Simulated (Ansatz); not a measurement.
# ClFH6InNSi2: taking an electron away

Aim: the vertical ionisation energy of ClFH6InNSi2, as cation minus neutral at the neutral's geometry, on several levels, and how well −ε(HOMO) stands in for it.

Computed with Ansatz 0.2.0, Gaussian basis. Level: unrestricted cation, the program's frozen cores in correlated methods.

The runs, in order: UKS PBE-D4/def2-TZVPP; UKS r2SCAN-D4/def2-TZVPP; UKS PBE0-D4/def2-TZVPP; UKS B3LYP-D4/def2-TZVPP; UKS wB97X-V/def2-TZVPP; UKS wB97M-V/def2-TZVPP; UKS B2PLYP/def2-TZVPP; UHF-CCSD(T)/def2-TZVPP; UHF-MP2/def2-QZVPP; extrapolation to the limit; then −ε(HOMO) from the neutral's earlier runs with LDA (SPW92), PBE-D4, revPBE-D4, BLYP-D4, r2SCAN-D4, B97M-V, PBE0-D4, B3LYP-D4, r2SCANh-D4, r2SCAN0-D4, HSE06-D4, BHLYP-D4, CAM-B3LYP-D4, LC-ωPBE, ωB97X-V, ωB97M-V.

1 further run of the same task is left out (for a known fault of the program).

### 1 Structure used throughout

All runs share one geometry, relaxed beforehand with PBE0-D4 in a triple-zeta def2 set. In takes the def2 core potential; no spin-orbit term is included.

SMILES `[F][In]([Cl])[N]([SiH3])[SiH3]`, 12 atoms, charge 0, spin multiplicity 1.

Atoms are counted from 1 here; the program's logs count them from 0.

Bond lengths: F1–In2 1.939 Å, In2–Cl3 2.288 Å, In2–N4 2.009 Å, N4–Si5 1.736 Å, N4–Si6 1.741 Å, Si5–H7 1.487 Å, Si5–H8 1.487 Å, Si5–H9 1.488 Å, Si6–H10 1.489 Å, Si6–H11 1.485 Å, Si6–H12 1.486 Å. Angles: F1–In2–Cl3 116.6°, F1–In2–N4 113.5°, Cl3–In2–N4 129.9°, In2–N4–Si5 119.9°, In2–N4–Si6 119.8°, Si5–N4–Si6 120.3°, N4–Si5–H7 111.2°, N4–Si5–H8 111.2°, N4–Si5–H9 107.8°, H7–Si5–H8 108.1°, H7–Si5–H9 109.2°, H8–Si5–H9 109.2°, N4–Si6–H10 106.7°, N4–Si6–H11 111.4°, N4–Si6–H12 111.5°, H10–Si6–H11 109.3°, H10–Si6–H12 109.3°, H11–Si6–H12 108.5°.

### 2 Cation, UKS PBE-D4/def2-TZVPP

Input file in.yaml:

```yaml
crystal:
  periodic: [false, false, false]
  atoms:
    - {symbol: F, position_ang: [-2.767624, 0.136824, 1.822722]}
    - {symbol: In, position_ang: [-1.400449, -1.007713, 1.061024]}
    - {symbol: Cl, position_ang: [-1.591655, -3.249286, 1.476171]}
    - {symbol: N, position_ang: [-0.011840, -0.006114, 0.009769]}
    - {symbol: Si, position_ang: [1.291045, -0.869512, -0.746053]}
    - {symbol: Si, position_ang: [-0.122760, 1.724494, -0.140773]}
    - {symbol: H, position_ang: [2.609582, -0.417252, -0.227450]}
    - {symbol: H, position_ang: [1.282147, -0.675936, -2.220692]}
    - {symbol: H, position_ang: [1.116211, -2.315425, -0.442207]}
    - {symbol: H, position_ang: [1.039695, 2.158544, -0.963297]}
    - {symbol: H, position_ang: [-0.062172, 2.389751, 1.185992]}
    - {symbol: H, position_ang: [-1.382171, 2.131605, -0.815207]}
basis:
  gaussian: {orbitals: def2-TZVPP}
total_charge: 1
magnetization: {spin_polarized: true, initial_magnetization: 1}
hamiltonian: {xc: pbe, dispersion: d4}
```

Run with:

```bash
ansatz run in.yaml --threads 2 --pin off --events-out ev --progress --plain --max-ram 22528MiB --backend cuda --devices 0, --max-vram 18GiB
```

After this run come: Cation, UKS r2SCAN-D4/def2-TZVPP; Cation, UKS PBE0-D4/def2-TZVPP; Cation, UKS B3LYP-D4/def2-TZVPP; Cation, UKS wB97X-V/def2-TZVPP; Cation, UKS wB97M-V/def2-TZVPP; Cation, UKS B2PLYP (frozen core)/def2-TZVPP; Cation, UHF-CCSD(T)/def2-TZVPP; Cation, UHF-MP2/def2-QZVPP.

Q: Predict the results of all the runs planned. Wanted: ionisation energy, CCSD(T)/CBS; nearest functional by difference; nearest −ε(HOMO); −ε(HOMO) of PBE; T1 of the cation.

As calculated:

| quantity | value |
| --- | --- |
| ionisation energy, CCSD(T)/CBS | 10.17 eV |
| nearest functional by difference | ωB97X-V (-0.22 eV) |
| nearest −ε(HOMO) | ωB97M-V (+0.12 eV) |
| −ε(HOMO) of PBE | 6.77 eV |
| T1 of the cation | 0.025 |

In words: Energy differences with functionals land within 0.75 eV of the reference. The PBE orbital energy is 3.4 eV too small: a semilocal HOMO is no ionisation energy. Among orbital estimates ωB97M-V comes nearest. Hartree-Fock falls 1.30 eV short, as the neutral has more correlation energy than the cation. Correlated methods include outer-core shells of In, which these sets cover unevenly. With outer-core shells in play the reference is unsure by up to some tenths of an eV, so close misses can't be ranked.
